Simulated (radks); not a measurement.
# Dipole-allowed lines with 3 electrons: Li, Be⁺, B²⁺, C³⁺, N⁴⁺, O⁵⁺

Aim: excitation energies and oscillator strengths as poles of the dipole polarisability below minus the highest eigenvalue. Time-dependent linear response with the Hartree and adiabatic LDA kernel follows each ground state; no spin-orbit coupling. Its values go to the run's result record, not to the log.

Method: scalar-relativistic Kohn-Sham, PBE, spin-polarised, spherical densities, finite nucleus; open shells are filled with parallel spins first. Code: radks (a radial shooting solver on a logarithmic mesh, Libxc functionals) version 1.

### Step 1. Starting point

| Property | Result |
| --- | --- |
| species | Li ([He] 2s1), Be⁺ ([He] 2s1), B²⁺ ([He] 2s1), C³⁺ ([He] 2s1), N⁴⁺ ([He] 2s1), O⁵⁺ ([He] 2s1) |

In the logs a row gives level, spin channel, occupation and eigenvalue; Etot, Ekin, Encl (electron-nucleus), Eh (Hartree) and Exc are energies, all in hartree; err is the last residual, it the number of iterations.

### Step 2. Li, [He] 2s1

The run's settings:

```text
Z 3
configuration [He] 2s1 2p0 3s0 3d0
relativity scalar-relativistic
functional pbe,pbe
spin polarised
nucleus finite rms 2.444 fm
c 137.035999084
response adiabatic LDA kernel, real frequencies
```

Command:

```bash
$ python run_ks.py task.json out
```

This one command runs every case of the session in turn.

Standard output:

```text
1s      1   1.0000          -1.90146111
2s      1   1.0000          -0.11862806
2p      1   0.0000          -0.04952088
3s      1   0.0000          -0.00471072
3d      1   0.0000           0.00143482
1s      2   1.0000          -1.89314773
2s      2   0.0000          -0.00360273
2p      2   0.0000           0.00091593
3s      2   0.0000           0.00055868
3d      2   0.0000           0.00150646
Etot -7.463006797742897
Ekin 7.418170489396353
Encl -17.13043367582185
Eh 4.051837277302685
Exc -1.8025808886200858
err 6.004540970297726e-10
it 21
```

Highest occupied level: 2s up at -3.228 eV. Lines from the response step: 2.026 eV (2s-2p), f = 0.753.

Sizes of the orbitals, from the radial functions (bohr):

| level | occupation | energy (eV) | <r> | outermost maximum (interpolated) | 90 % within | nodes |
| --- | --- | --- | --- | --- | --- | --- |
| 1s up | 1 | -51.741 | 0.5819 | 0.361 | 1.06 | 0 |
| 1s down | 1 | -51.515 | 0.5815 | 0.361 | 1.06 | 0 |
| 2s up | 1 | -3.228 | 3.790 | 3.06 | 5.94 | 1 |
| 2p up | 0 | -1.348 | 4.754 | 3.60 | 7.82 | 0 |

The radial density on a logarithmic grid:

| r (bohr) | 4πr²ρ (e/bohr) |
| --- | --- |
| 0.0187 | 0.05520 |
| 0.0260 | 0.1018 |
| 0.0361 | 0.1846 |
| 0.0505 | 0.3313 |
| 0.0701 | 0.5677 |
| 0.0973 | 0.9300 |
| 0.135 | 1.433 |
| 0.189 | 2.047 |
| 0.262 | 2.586 |
| 0.364 | 2.809 |
| 0.510 | 2.484 |
| 0.707 | 1.684 |
| 0.982 | 0.8139 |
| 1.36 | 0.2995 |
| 1.91 | 0.1985 |
| 2.65 | 0.2730 |
| 3.68 | 0.2604 |
| 5.14 | 0.1281 |
| 7.14 | 0.03159 |
| 9.91 | 0.003168 |

### Step 3. Be⁺, [He] 2s1

The run's settings:

```text
Z 4
configuration [He] 2s1 2p0 3s0 3d0
relativity scalar-relativistic
functional pbe,pbe
spin polarised
nucleus finite rms 2.519 fm
c 137.035999084
response adiabatic LDA kernel, real frequencies
```

Standard output:

```text
1s      1   1.0000          -4.32986308
2s      1   1.0000          -0.53192569
2p      1   0.0000          -0.38386316
3s      1   0.0000          -0.14268187
3d      1   0.0000          -0.09396796
1s      2   1.0000          -4.31110431
2s      2   0.0000          -0.37730803
2p      2   0.0000          -0.24131778
3s      2   0.0000          -0.10074523
3d      2   0.0000          -0.05535641
Etot -14.302186664939073
Ekin 14.25704927420811
Encl -31.8680988385927
Eh 5.829696814174142
Exc -2.520833914728625
err 1.9034661008756135e-09
it 17
```

2s up is the highest filled level (-14.474 eV). Lines from the response step: 4.379 eV (2s-2p), f = 0.505; 11.272 eV (unassigned), f = 0.0695; 13.149 eV (2s-4p), f = 0.0140; 13.746 eV (2s-5p), f = 0.00772.

### Step 4. B²⁺, [He] 2s1

The run's settings:

```text
Z 5
configuration [He] 2s1 2p0 3s0 3d0
relativity scalar-relativistic
functional pbe,pbe
spin polarised
nucleus finite rms 2.406 fm
c 137.035999084
response adiabatic LDA kernel, real frequencies
```

Standard output:

```text
1s      1   1.0000          -7.76676358
2s      1   1.0000          -1.20045101
2p      1   0.0000          -0.97553375
3s      1   0.0000          -0.39651317
3d      1   0.0000          -0.31571735
1s      2   1.0000          -7.73727270
2s      2   0.0000          -1.00072014
2p      2   0.0000          -0.79751587
3s      2   0.0000          -0.32719312
3d      2   0.0000          -0.22487950
Etot -23.396632921523363
Ekin 23.357671896250515
Encl -51.1079096437443
Eh 7.58980193167185
Exc -3.2361971057014283
err 8.745828464639588e-10
it 16
```

Highest occupied level: 2s up at -32.666 eV. Lines from the response step: 6.634 eV (2s-2p), f = 0.368; 22.998 eV (unassigned), f = 0.144; 28.148 eV (2s-4p), f = 0.0331; 29.964 eV (2s-5p), f = 0.0141; 30.870 eV (2s-6p), f = 0.00771; 31.517 eV (2s-7p), f = 0.00749.

### Step 5. C³⁺, [He] 2s1

The run's settings:

```text
Z 6
configuration [He] 2s1 2p0 3s0 3d0
relativity scalar-relativistic
functional pbe,pbe
spin polarised
nucleus finite rms 2.4702 fm
c 137.035999084
response adiabatic LDA kernel, real frequencies
```

Standard output:

```text
1s      1   1.0000         -12.20756365
2s      1   1.0000          -2.12096419
2p      1   0.0000          -1.82024737
3s      1   0.0000          -0.76302951
3d      1   0.0000          -0.65001736
1s      2   1.0000         -12.16723316
2s      2   0.0000          -1.87330712
2p      2   0.0000          -1.60419354
3s      2   0.0000          -0.66824058
3d      2   0.0000          -0.51151114
Etot -34.74607254930018
Ekin 34.72184013328535
Encl -74.86190290582843
Eh 9.34484376383821
Exc -3.950853540595306
err 1.7901770705915509e-09
it 16
```

Highest occupied level: 2s up at -57.714 eV. Lines from the response step: 8.848 eV (2s-2p), f = 0.288; 38.517 eV (unassigned), f = 0.195; 48.264 eV (2s-4p), f = 0.0467; 51.962 eV (2s-5p), f = 0.0198; 53.838 eV (2s-6p), f = 0.0104; 54.926 eV (2s-7p), f = 0.00624.

### Step 6. N⁴⁺, [He] 2s1

The run's settings:

```text
Z 7
configuration [He] 2s1 2p0 3s0 3d0
relativity scalar-relativistic
functional pbe,pbe
spin polarised
nucleus finite rms 2.5582 fm
c 137.035999084
response adiabatic LDA kernel, real frequencies
```

Standard output:

```text
1s      1   1.0000         -17.65167163
2s      1   1.0000          -3.29277041
2p      1   0.0000          -2.91662718
3s      1   0.0000          -1.24151262
3d      1   0.0000          -1.09599171
1s      2   1.0000         -17.60044334
2s      2   0.0000          -2.99607059
2p      2   0.0000          -2.66133241
3s      2   0.0000          -1.12196151
3d      2   0.0000          -0.91292240
Etot -48.351919750912415
Ekin 48.354228309617056
Encl -103.13897557242305
Eh 11.098315040568755
Exc -4.665487528675177
err 1.3189808863778302e-09
it 16
```

The top filled level is 2s up, -89.601 eV. Lines from the response step: 11.046 eV (2s-2p), f = 0.237; 57.831 eV (unassigned), f = 0.231; 73.499 eV (2s-4p), f = 0.0562; 79.701 eV (2s-5p), f = 0.0237; 82.888 eV (2s-6p), f = 0.0124; 84.748 eV (2s-7p), f = 0.00738.

### Step 7. O⁵⁺, [He] 2s1

The run's settings:

```text
Z 8
configuration [He] 2s1 2p0 3s0 3d0
relativity scalar-relativistic
functional pbe,pbe
spin polarised
nucleus finite rms 2.6991 fm
c 137.035999084
response adiabatic LDA kernel, real frequencies
```

Standard output:

```text
1s      1   1.0000         -24.09949828
2s      1   1.0000          -4.71579070
2p      1   0.0000          -4.26414778
3s      1   0.0000          -1.83174470
3d      1   0.0000          -1.65336941
1s      2   1.0000         -24.03733257
2s      2   0.0000          -4.36950362
2p      2   0.0000          -3.96898795
3s      2   0.0000          -1.68774434
3d      2   0.0000          -1.42738711
Etot -64.2162713804638
Ekin 64.2610932014183
Encl -135.94861004170238
Eh 12.851676373505025
Exc -5.380430913684748
err 1.1229628545647816e-09
it 16
```

Highest occupied level: 2s up at -128.32 eV. Lines from the response step: 13.243 eV (2s-2p), f = 0.201; 80.946 eV (unassigned), f = 0.258; 103.86 eV (2s-4p), f = 0.0630; 113.18 eV (2s-5p), f = 0.0265; 118.02 eV (2s-6p), f = 0.0139; 120.85 eV (2s-7p), f = 0.00824.

### Step 8. Summary of results

| species | −ε(HOMO) (eV) | lowest orbital gap (eV) | first line (eV) | f | strongest line (eV) | its f | static α (bohr³) | measured (eV) |
| --- | --- | --- | --- | --- | --- | --- | --- | --- |
| Li | 3.228 | 2s-2p 1.881 | 2.026 | 0.753 | 2.026 | 0.753 | 137.7 | 2s-2p 1.848 |
| Be⁺ | 14.474 | 2s-2p 4.029 | 4.379 | 0.505 | 4.379 | 0.505 | 20.47 | 2s-2p 3.959 |
| B²⁺ | 32.666 | 2s-2p 6.120 | 6.634 | 0.368 | 6.634 | 0.368 | 6.570 | - |
| C³⁺ | 57.714 | 2s-2p 8.183 | 8.848 | 0.288 | 8.848 | 0.288 | 2.896 | - |
| N⁴⁺ | 89.601 | 2s-2p 10.235 | 11.046 | 0.237 | 11.046 | 0.237 | 1.523 | - |
| O⁵⁺ | 128.32 | 2s-2p 12.290 | 13.243 | 0.201 | 80.946 | 0.258 | 0.8971 | - |

In words: In Li the response moves the first line 0.145 eV above the bare orbital gap, and the lines found carry 99 % of the static polarisability. Against the values (averaged over fine structure) of the NIST Handbook of Basic Atomic Spectroscopic Data the first line is off by +0.18 eV in Li, +0.42 eV in Be⁺. Very weak lines can be missed, and lines above minus the highest eigenvalue dissolve into this model's continuum.
